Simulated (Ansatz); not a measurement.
**GaBHF (singlet): geometry optimisation**

Where does this start of GaBHF (singlet) end when it is relaxed?

Program: Ansatz 0.2.0, Gaussian basis. Level of theory: RKS PBE0/def2-TZVP. These are calculated values, not measurements.

### Step 1. The system as given

4 atoms, charge 0, spin multiplicity 1.

Atoms are counted from 1 here; the program's logs count them from 0.

Bond lengths: F1–B2 1.273 Å, B2–Ga3 2.441 Å, Ga3–H4 1.874 Å. Angles: F1–B2–Ga3 94.3°, B2–Ga3–H4 177.6°.

The start was built by rule and, where that kept it together, relaxed with GFN2-xTB. Sticks and bond lists go by distance. No spin-orbit coupling is included. 

### Step 2. The run

in.yaml

```yaml
crystal:
  periodic: [false, false, false]
  atoms:
    - {symbol: F, position_ang: [-1.845224, -0.974087, -0.011699]}
    - {symbol: B, position_ang: [-1.709881, 0.291483, 0.006042]}
    - {symbol: Ga, position_ang: [0.730272, 0.216788, 0.002245]}
    - {symbol: H, position_ang: [2.604388, 0.237887, 0.000437]}
basis:
  gaussian: {orbitals: def2-TZVP}
hamiltonian: {xc: pbe0}
relax: {f_tol: 0.004, max_steps: 80}
```

Command:

```bash
$ ansatz run in.yaml --threads 1 --pin off --events-out ev --progress --plain --max-ram 2176MiB
```

What does the calculation give? Wanted: energy gained; shift from the start; total energy; dipole moment.

**Answer**, as computed:

| quantity | value |
| --- | --- |
| steps | 14 |
| energy gained | 1.142 eV |
| shift from the start (rms) | 0.785 Å |
| total energy | -55776.9339 eV |
| dipole moment | 1.30 D |

What this shows: The bonds of the start are those of the end. Ga3–H4 went from 1.874 to 1.625 Å. No vibrations were run, so this is a stationary point, not a proven minimum, and this spin need not be the ground state's.
